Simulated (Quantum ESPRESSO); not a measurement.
Crystal: HPbNO4.

```
H Pb N O
1.0
     6.43453    0.00000    0.00872
     0.00000    4.11089    0.00000
    -3.14884    0.00000    7.72026
H Pb N O
2 2 2 8
Direct
  0.29356 0.09662 0.51195
  0.70644 0.59662 0.48805
  0.98504 0.60505 0.29264
  0.01496 0.10504 0.70736
  0.59230 0.36587 0.79290
  0.40770 0.86587 0.20710
  0.12824 0.09198 0.45672
  0.41419 0.46190 0.80564
  0.78042 0.46544 0.89401
  0.58396 0.16262 0.67325
  0.87176 0.59198 0.54328
  0.58581 0.96190 0.19436
  0.21958 0.96544 0.10599
  0.41604 0.66262 0.32675
```

The cell was built by a generator and needn't be a form met in nature.

Base run:

| Quantity | Value |
| --- | --- |
| Program | Quantum ESPRESSO 7.5 |
| Functional | PBE |
| Potentials or basis | PseudoDojo 0.4 FR PBE standard |
| Cutoff | 1143 eV |
| Density cutoff | 4572 eV |
| k mesh | 4 × 5 × 3 |
| Occupations | fermi-dirac, width 0.05 eV |
| Spin | spin-orbit coupling, no magnetisation |

Its results: band gap on the k mesh 3.17 eV, indirect (least direct gap 3.25 eV); pressure 0.0 GPa; largest force 0.143 eV/Å.

The run is repeated on the same cell with these changes: potentials or basis from PseudoDojo 0.4 FR PBE standard to PseudoDojo 0.4.1 SR PBE standard; spin from spin-orbit coupling, no magnetisation to no spin polarisation. What comes out?

Band gap on the k mesh 3.27 eV, indirect (least direct gap 3.36 eV); pressure -0.1 GPa; largest force 0.195 eV/Å.

Spin-orbit coupling splits the band edges, which narrows the gap.

Caveats: an odd mesh through Γ misses points on the zone boundary, where band edges often lie; spin-orbit coupling is left out, which as a rule narrows the gap of such compounds by several tenths of an eV (some runs).
